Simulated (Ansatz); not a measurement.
# Al3Au (I4/mmm) in Ansatz: a series of runs

The runs below take Al3Au through single point, band structure, with PBEsol.

All numbers are computed with Ansatz 0.2.0; they aren't measurements. Logs are shortened: lines on timing, memory, paths and dates and some standing lists are left out, and cuts for length are marked.

### Step 1. The crystal as given

The structure is tetragonal, space group I4/mmm (No. 139). Conventional cell: a = 4.051 Å, b = 4.051 Å, c = 8.113 Å, α = 90.00°, β = 90.00°, γ = 90.00°. Au (site symmetry 4/mmm) is surrounded by 12 Al at 2.86 to 2.87 Å. Around Al (site symmetry 4/mmm) lie 4 Au at 2.86 Å and 8 Al at 2.87 Å. Al (site symmetry -4m2) has 8 Al at 2.86 to 2.87 Å and 4 Au at 2.87 Å as nearest neighbours.

The cell comes from a database or a generator and needn't be the stable form of this composition.

### Step 2. Single point, PBEsol, 16.64 Å³/atom (strain_z_fixed_volume = -0.04)

Input file input.yaml:

```yaml
crystal:
  lattice:
    - [-2.0670968372, 2.0670968372, 3.894336]
    - [2.0670968372, -2.0670968372, 3.894336]
    - [2.0670968372, 2.0670968372, -3.894336]
  atoms:
    - { symbol: Au, position: [0.0, 0.0, 0.0] }
    - { symbol: Al, position: [0.5, 0.5, 0.0] }
    - { symbol: Al, position: [0.25, 0.75, 0.5] }
    - { symbol: Al, position: [0.75, 0.25, 0.5] }
kpoints:
  mp_grid: { grid: [9, 9, 9] }
scf:
  occupations: { method: fermi_dirac, width: 0.05 }
hamiltonian:
  xc: pbesol
  pseudopotentials: { kind: all_electron, lapw: { basis_error: 0.002 } }
output:
  forces: true
  stress: true
  eigenvalues: true
```

Potentials or basis: all-electron LAPW, scalar-relativistic.

Run with:

```console
$ ansatz run input.yaml --threads 2 --pin off --max-ram 8192MiB --backend cpu --events-out ev --progress --plain --runs-dir out
```

What it wrote:

```text
Warning: RAYON_NUM_THREADS=2 ignored (pool sized by the plan → 2); use --threads N
LAPW: plane waves up to 6.905 Å⁻¹, error target 2.0e-3 eV per atom; small_component_spin mean_spin; Al in spheres of 1.244 Å, 11 of its electrons in bands, Dirac shells []; Au in spheres of 1.596 Å, 33 of its electrons in bands, Dirac shells [] (how accurate: hamiltonian.pseudopotentials.lapw.basis_error, Limitations)
Engine: ansatz 0.2.0, aarch64-unknown-linux-gnu
Pseudopotentials: kind: all_electron
Pseudopotential: Au, LAPW, valence charge 33, lapw/all_electron/scalar/gaussian/Au, Koelling and Harmon's equation, gaussian nucleus
Pseudopotential: Al, LAPW, valence charge 11, lapw/all_electron/scalar/gaussian/Al, Koelling and Harmon's equation, gaussian nucleus
Functional definition: PBEsol
  exchange = pbesol_x
  correlation = pbesol_c
Crystal: 4 atoms, lattice volume = 66.560 Å³
Basis set: ecut = 181.64050383531267 eV, 397 PW (Γ), FFT grids on a1+a3, a2+a3, a3, exchange–correlation at level 2
Bands: 40, of which v1, the nominal top of the filled ones, is band 33 counted from 1 (32 counted from 0)
Symmetry: 16 space group operations
Space group: I4/mmm (ITA 139), of the structure as read, at distance tolerance 4.1e-5 Å
k-points: 75 of 729
Non-local potential: Au, projectors of the file, none
Non-local potential: Al, projectors of the file, none
Initial density: superposition of atomic densities (chi_scale 0.1, normalization cell, long waves kept (reshape's long-wave potential 0.00 eV rms))
Initial wavefunctions: plane waves of lowest kinetic energy (no species holds an atomic orbital)
Functional: x = pbesol(κ = 0.804, μ = 0.12345679012345678), c = pbesol(β = 0.046)
iter 1 solved again at ethr=1.46e-3 eV; its pass at ethr=1.00e-1 eV (dr2=9.65e-1 eV) is discarded
SCF iter   1: F=—  HF=-536868.338638 eV  |F-HF|=—  |Δ(HF+E_count)|=         —  Δρ=2.89e-2  dr2=9.67e-1  ethr=1.46e-3  ⟨swp⟩=2.0  Hψ=19509  notcnv=0
preconditioner: auto → Kerker (q_TF=auto, 2.724 Å⁻¹)  [metal: Δε(μ)=0.038 eV  Ē_g=8.269 eV  σ=0.050 eV  W_gap=0.19  n_scr=22 (ndim 8)  ℏωp=20.4 eV  f_vac=0.000  D(μ)=1.66/eV (n_scr^D=10)]
SCF iter   2: F=—  HF=-536867.806481 eV  |F-HF|=—  |Δ(HF+E_count)|=   5.32e-1  Δρ=1.82e-2  dr2=4.02e-1  ethr=1.46e-3  ⟨swp⟩=3.0  Hψ=9829  notcnv=0  defer=1
SCF iter   3: F=—  HF=-536866.916365 eV  |F-HF|=—  |Δ(HF+E_count)|=   8.90e-1  Δρ=9.34e-3  dr2=5.95e-2  ethr=6.10e-4  ⟨swp⟩=2.8  Hψ=8944  notcnv=0
SCF iter   4: F=—  HF=-536866.893132 eV  |F-HF|=—  |Δ(HF+E_count)|=         —  Δρ=4.31e-3  dr2=1.34e-2  ethr=9.01e-5  ⟨swp⟩=2.0  Hψ=8309  notcnv=0
the basis was enlarged: its passes take 71.6 KiB over the memory plan, 2 of 2 planned eigensolver slots
SCF iter   5: F=—  HF=-536866.889446 eV  |F-HF|=—  |Δ(HF+E_count)|=   3.69e-3  Δρ=1.88e-3  dr2=2.86e-3  ethr=2.02e-5  ⟨swp⟩=2.0  Hψ=8272  notcnv=0
SCF iter   6: F=—  HF=-536866.888792 eV  |F-HF|=—  |Δ(HF+E_count)|=   6.54e-4  Δρ=5.40e-4  dr2=3.57e-4  ethr=4.34e-6  ⟨swp⟩=2.2  Hψ=8293  notcnv=0
SCF iter   7: F=—  HF=-536866.888672 eV  |F-HF|=—  |Δ(HF+E_count)|=   1.20e-4  Δρ=3.06e-4  dr2=1.35e-4  ethr=5.41e-7  ⟨swp⟩=2.0  Hψ=8271  notcnv=0
iter 8 solved again at ethr=9.51e-9 eV; its pass at ethr=2.04e-7 eV (dr2=6.28e-6 eV) is discarded
SCF iter   8: F=—  HF=-536866.888554 eV  |F-HF|=—  |Δ(HF+E_count)|=   1.18e-4  Δρ=6.34e-5  dr2=6.26e-6  ethr=9.51e-9  ⟨swp⟩=2.0  Hψ=14374  notcnv=0
SCF iter   9: F=—  HF=-536866.888553 eV  |F-HF|=—  |Δ(HF+E_count)|=   8.17e-7  Δρ=4.01e-5  dr2=2.87e-6  ethr=9.48e-9  ⟨swp⟩=2.0  Hψ=8271  notcnv=0
SCF iter  10: F=—  HF=-536866.888552 eV  |F-HF|=—  |Δ(HF+E_count)|=   1.36e-6  Δρ=1.13e-5  dr2=2.01e-7  ethr=4.35e-9  ⟨swp⟩=2.0  Hψ=8271  notcnv=0
SCF iter  11: F=-536866.888552 eV  HF=-536866.888552 eV  |F-HF|=2.21e-9  |Δ(HF+E_count)|=   1.06e-7  Δρ=3.91e-6  dr2=1.10e-8  ethr=3.05e-10  ⟨swp⟩=2.0  Hψ=8278  notcnv=0
SCF 1 converged in 11 iterations: F = -536866.888552 eV  dr2 = 1.10e-8
SCF converged after 11 iterations
Free energy (F): -536866.888552 eV
Harris-Foulkes:  -536866.888552 eV  (|F-HF|=2.21e-9)
Internal energy: -536866.877652 eV  (E = F + TS)
E sigma→0 (E₀):  -536866.883102 eV
Entropy (-TS):   -0.010900 eV (-2.725 meV/atom)
Fermi energy:    14.040340 eV
--- Per-component energies (eV) ---
  E_band       = -2643.343472
  E_kinetic    = 609121.377028
  E_xc         = -11252.015576
  E_electrostatic = -1134736.239104  (all electrons and nuclei)
  E_smearing   = -0.010900  (= −TS)
  E_closure    = 0.000000  (closes the sum)
  E_atoms      = -536850.221694  (free atoms, spherical and without spin; not in F)
  Σ components = -536866.888552   (vs F -536866.888552, Δ=0.00e0)
  Basis errors (estimates in eV, not in F): energy 6.3e-4 per atom: plane waves 5.8e-4 (3.0e-4 summed), levels above the bands 1.1e-47, relativity 2.4e-8, radial functions 5.0e-5, core shells 3.0e-7; eigenvalues (radial functions only) 4.3e-6; not estimated: angular momenta, meshes, grids; target (lapw.basis_error) 2.0e-3; muffin-tin radii Al 1.244 Å, Au 1.596 Å
--- Forces (eV/Å), atoms counted from 1 ---
  atom   1  Au    -0.00000000     0.00000000     0.00000000
  atom   2  Al    -0.00000000     0.00000000     0.00000000
  atom   3  Al     0.00000000    -0.00000000     0.00000000
  atom   4  Al    -0.00000000     0.00000000     0.00000000
  max |Σ_I F_I| component: 8.67e-19 eV/Å
--- Stress (GPa, compression-positive) ---
       -4.575720       0.000000       0.000000
        0.000000      -4.575720      -0.000000
        0.000000      -0.000000       1.865434
  P = ⅓ Tr σ = -2.4287 GPa (-24.287 kbar)
--- Band table (eV; the first three rows and the last of 75) ---
  k-point 0: bands = ["-92.6385", "-89.4486", "-89.4473", "-89.1779", "-65.7148", "-65.7103", "-65.7099", "-65.7099", "-65.7058", "-65.7058", "-65.7033", "-51.1346", "-51.1330", "-51.1325", "-51.1325", "-51.1245", "-51.1245", "-50.8683", "-50.8683", "-50.8396", "-44.0053", "-44.0053", "-43.9968", "2.8395", "7.9988", "8.1944", "8.1944", "8.2397", "8.7828", "12.0296", "13.9536", "13.9536", "14.5482", "14.8354", "14.9624", "14.9624", "15.2539", "15.9632", "17.1544", "19.6447"]
  k-point 1: bands = ["-92.6385", "-89.4485", "-89.4474", "-89.1779", "-65.7148", "-65.7103", "-65.7099", "-65.7099", "-65.7058", "-65.7058", "-65.7033", "-51.1344", "-51.1331", "-51.1326", "-51.1315", "-51.1255", "-51.1244", "-50.8682", "-50.8682", "-50.8396", "-44.0054", "-44.0054", "-43.9968", "3.0683", "8.0469", "8.0527", "8.1519", "8.3104", "8.6576", "12.3620", "12.9577", "13.1547", "13.3536", "13.6749", "15.4039", "16.3492", "16.9265", "17.2846", "17.5071", "17.7333"]
  k-point 2: bands = ["-92.6385", "-89.4483", "-89.4476", "-89.1779", "-65.7148", "-65.7103", "-65.7099", "-65.7099", "-65.7058", "-65.7058", "-65.7033", "-51.1341", "-51.1334", "-51.1329", "-51.1289", "-51.1281", "-51.1242", "-50.8683", "-50.8682", "-50.8396", "-44.0057", "-44.0056", "-43.9967", "3.7427", "7.6953", "8.1104", "8.2296", "8.2758", "8.4924", "11.6800", "11.9950", "12.2159", "13.0698", "13.2900", "14.3710", "15.7773", "18.3909", "18.9325", "19.1784", "20.2043"]
  k-point 74: bands = ["-92.6385", "-89.4486", "-89.4474", "-89.1779", "-65.7148", "-65.7103", "-65.7099", "-65.7099", "-65.7058", "-65.7058", "-65.7033", "-51.1344", "-51.1329", "-51.1324", "-51.1324", "-51.1247", "-51.1247", "-50.8682", "-50.8682", "-50.8399", "-44.0054", "-44.0053", "-43.9970", "5.3084", "5.5329", "7.6525", "8.7083", "8.7155", "8.7473", "8.7757", "10.5690", "11.4532", "13.8369", "15.2473", "18.6977", "19.2157", "19.6504", "20.0570", "20.1344", "21.4079"]
```

Run time: 16 s. Hardware: 2 threads of Arm Neoverse V2, shared host; peak memory 0.48 GiB.

What came out:

- Free energy: -536866.8886 eV
- Pressure: -2.4 GPa
- Band gap on the k mesh: none (metal or under the smearing width)

### Step 3. Single point, PBEsol, 16.64 Å³/atom (strain_z_fixed_volume = -0.02)

Changes to input.yaml since step 2:

```diff
@@ -2,5 +2,5 @@
   lattice:
-    - [-2.0670968372, 2.0670968372, 3.894336]
-    - [2.0670968372, -2.0670968372, 3.894336]
-    - [2.0670968372, 2.0670968372, -3.894336]
+    - [-2.0458952835, 2.0458952835, 3.975468]
+    - [2.0458952835, -2.0458952835, 3.975468]
+    - [2.0458952835, 2.0458952835, -3.975468]
   atoms:
```

Potentials or basis: all-electron LAPW, scalar-relativistic.

Run with:

```console
$ ansatz run input.yaml --threads 2 --pin off --max-ram 8192MiB --backend cpu --events-out ev --progress --plain --runs-dir out
```

Wall time 17 s (2 threads of Arm Neoverse V2, shared host); peak memory 0.49 GiB.

The run converged. Its results:

```yaml
Free_energy: -536866.9301 eV
Pressure: -2.6 GPa
Band_gap_on_the_k_mesh: none (metal or under the smearing width)
```

### Step 4. Band structure, PBEsol

Changes to input.yaml since step 3:

```diff
@@ -2,5 +2,5 @@
   lattice:
-    - [-2.0458952835, 2.0458952835, 3.975468]
-    - [2.0458952835, -2.0458952835, 3.975468]
-    - [2.0458952835, 2.0458952835, -3.975468]
+    - [-2.025333, 2.025333, 4.0566]
+    - [2.025333, -2.025333, 4.0566]
+    - [2.025333, 2.025333, -4.0566]
   atoms:
@@ -12,2 +12,13 @@
   mp_grid: { grid: [9, 9, 9] }
+  band_path:
+    path:
+      - [0.0, 0.0, 0.0]
+      - [0.0, 0.0, 0.5]
+      - [-0.1246345671, 0.1246345671, 0.5]
+      - [-0.3123172836, 0.3123172836, 0.3123172836]
+      - [0.0, 0.0, 0.0]
+      - [0.5, 0.5, -0.5]
+      - [0.3123172836, 0.6876827164, -0.3123172836]
+      - [0.0, 0.5, 0.0]
+    npoints: 10
 scf:
```

Run with:

```console
$ ansatz run input.yaml --threads 2 --pin off --max-ram 8192MiB --backend cpu --events-out ev --progress --plain --runs-dir out
```

It took 24 s on 2 threads of Arm Neoverse V2, shared host; peak memory 0.49 GiB.

The run converged. Its results:

- Free energy: -536866.9420 eV
- Pressure: -2.6 GPa
- Band gap along the path: none (metal or under the smearing width)

Stress tensor (GPa, compression positive):
```
-2.46  0.00  0.00
 0.00 -2.46  0.00
 0.00  0.00 -2.92
```

Levels at the corners of the path, in eV from the Fermi level:
```tsv
point	band 28	band 29	band 30	band 31	band 32	band 33	band 34	band 35	band 36	band 37
Γ	-5.79	-5.28	-2.62	0.03	0.03	0.36	0.72	0.83	0.83	0.85
X	-5.70	-4.87	-4.55	-4.44	-4.00	-2.14	-1.55	2.10	2.94	3.43
Y	-5.65	-5.46	-4.65	-4.59	-3.79	-0.76	-0.39	2.66	3.26	3.51
S	-5.47	-5.39	-4.93	-4.73	-0.73	0.81	1.42	2.67	2.80	4.95
Γ	-5.79	-5.28	-2.62	0.03	0.03	0.36	0.72	0.83	0.83	0.85
Z	-5.34	-5.33	-5.23	-2.53	-2.53	-0.38	1.00	5.11	5.64	5.64
S1	-5.47	-5.39	-4.93	-4.73	-0.73	0.81	1.42	2.67	2.80	4.95
N	-5.46	-5.41	-4.82	-3.53	-1.77	0.39	1.27	1.55	2.91	4.54
```

Caveat: spin-orbit coupling is left out, which moves the levels of the heavy elements.

### Step 5. Band structure, PBEsol

Changes to input.yaml since step 4:

```diff
@@ -27,3 +27,6 @@
   xc: pbesol
-  pseudopotentials: { kind: all_electron, lapw: { basis_error: 0.002 } }
+  pseudopotentials:
+    kind: all_electron
+    lapw: { basis_error: 0.002 }
+    relativity: none
 output:
```

Potentials or basis: all-electron LAPW, non-relativistic.

Run with:

```console
$ ansatz run input.yaml --threads 2 --pin off --max-ram 8192MiB --backend cpu --events-out ev --progress --plain --runs-dir out
```

It took 23 s on 2 threads of Arm Neoverse V2, shared host; peak memory 0.49 GiB.

Results (log left out):

| Quantity | Value |
| --- | --- |
| Free energy | -505874.1210 eV |
| Pressure | 5.9 GPa |
| Band gap along the path | none (metal or under the smearing width) |

Stress tensor (GPa, compression positive):
```
6.08 0.00 0.00
0.00 6.08 0.00
0.00 0.00 5.43
```

Levels at the corners of the path, in eV from the Fermi level:
| point | band 29 | band 30 | band 31 | band 32 | band 33 | band 34 | band 35 | band 36 |
| --- | --- | --- | --- | --- | --- | --- | --- | --- |
| Γ | -6.31 | -2.62 | 0.09 | 0.09 | 0.51 | 0.55 | 0.55 | 0.68 |
| X | -5.95 | -4.43 | -4.33 | -3.97 | -2.08 | -1.92 | 2.22 | 2.93 |
| Y | -5.40 | -5.27 | -5.00 | -4.21 | -1.04 | -0.07 | 2.74 | 3.23 |
| S | -5.94 | -5.68 | -5.51 | -0.79 | 0.92 | 1.32 | 2.69 | 2.76 |
| Γ | -6.31 | -2.62 | 0.09 | 0.09 | 0.51 | 0.55 | 0.55 | 0.68 |
| Z | -6.27 | -5.97 | -2.50 | -2.50 | 0.23 | 0.62 | 4.97 | 5.54 |
| S1 | -5.94 | -5.68 | -5.51 | -0.79 | 0.92 | 1.32 | 2.69 | 2.76 |
| N | -6.34 | -5.51 | -3.48 | -1.89 | 0.45 | 1.25 | 1.26 | 3.42 |

Caveat: relativity is left out, which matters for the heavier elements; spin-orbit coupling is left out, which moves the levels of the heavy elements.
